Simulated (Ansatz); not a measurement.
# H5C2N: the cost of one run

Method: DFT PBE+D3(BJ), plane waves, PAW, scalar-relativistic, no spin polarisation, in Ansatz 0.2.0.

## 1. The starting structure

The cell holds 32 atoms (C8H20N4): a = 8.015 Å, b = 8.015 Å, c = 8.015 Å, α = 90.00°, β = 90.00°, γ = 90.00°.

Its coordinates follow in the input file.

## 2. Preparing the start

Input file input.yaml:

```yaml
accuracy: low
crystal:
  lattice:
    - [8.014557, 0.0, 0.0]
    - [0.0, 8.014557, 0.0]
    - [0.0, 0.0, 8.014557]
  atoms:
    - { symbol: C, position: [0.2728535, 0.5377693, 0.4404559] }
    - { symbol: C, position: [0.1852781, 0.5720947, 0.5965784] }
    - { symbol: "N", position: [0.114637, 0.5997828, 0.722512] }
    - { symbol: H, position: [0.4074293, 0.5370451, 0.461414] }
    - { symbol: H, position: [0.2353718, 0.41635, 0.3914364] }
    - { symbol: H, position: [0.2432824, 0.6334469, 0.3481424] }
    - { symbol: C, position: [0.2342014, 0.1109394, 0.5615143] }
    - { symbol: C, position: [0.1672462, 0.1362141, 0.7291452] }
    - { symbol: "N", position: [0.1132379, 0.1566014, 0.8643618] }
    - { symbol: H, position: [0.1700143, 0.1918679, 0.4727393] }
    - { symbol: H, position: [0.3672256, 0.1400968, 0.5593153] }
    - { symbol: H, position: [0.2169887, -0.0186339, 0.5232404] }
    - { symbol: C, position: [0.9637492, 0.4348799, 0.1616594] }
    - { symbol: C, position: [0.9274831, 0.4235966, 0.3399272] }
    - { symbol: "N", position: [0.8982297, 0.4144951, 0.4837237] }
    - { symbol: H, position: [0.989243, 0.5641404, 0.1271311] }
    - { symbol: H, position: [1.0726179, 0.3589556, 0.1311055] }
    - { symbol: H, position: [0.8573489, 0.3902434, 0.0892924] }
    - { symbol: C, position: [0.6481079, 0.0420845, 0.3209346] }
    - { symbol: C, position: [0.6916419, -0.0323785, 0.4815023] }
    - { symbol: "N", position: [0.7267578, -0.0924427, 0.6110215] }
    - { symbol: H, position: [0.6820071, 0.1739929, 0.31974] }
    - { symbol: H, position: [0.7145876, -0.0212726, 0.2203526] }
    - { symbol: H, position: [0.5141629, 0.0309461, 0.2989091] }
    - { symbol: H, position: [0.5069913, 0.0740879, 0.8629379] }
    - { symbol: H, position: [0.5944255, 0.056832, 0.8856866] }
    - { symbol: H, position: [0.9319115, 0.9190773, 0.2313602] }
    - { symbol: H, position: [0.9522636, 0.9393793, 0.1439894] }
    - { symbol: H, position: [0.5565588, 0.6515578, 0.1473271] }
    - { symbol: H, position: [0.5873125, 0.6522567, 0.234009] }
    - { symbol: H, position: [0.1863745, 0.6802556, 0.9779328] }
    - { symbol: H, position: [0.2219609, 0.7575307, 0.9429728] }
basis:
  ecutwfc: 420.0
kpoints:
  mp_grid: { grid: [1, 1, 1] }
hamiltonian:
  xc: pbe
  dispersion: d3bj
scf:
  occupations: { method: fermi_dirac, width: 0.02 }
  lower_state_search: "off"
relax:
  f_tol: 0.3
  max_steps: 15
  adjacent_minimum: "off"
output:
  write_density: true
  write_potential: true
  elf: true
  volumetric_format: npy
```

Command:

```
> ansatz run input.yaml --threads 1 --pin off --max-ram 3072MiB --backend cpu --events-out ev --progress --plain --runs-dir out
```

What time and memory should one allow on 1 thread of Intel Xeon 6975P-C (Granite Rapids), shared host?

About 27 s, with a peak of 0.52 GiB.
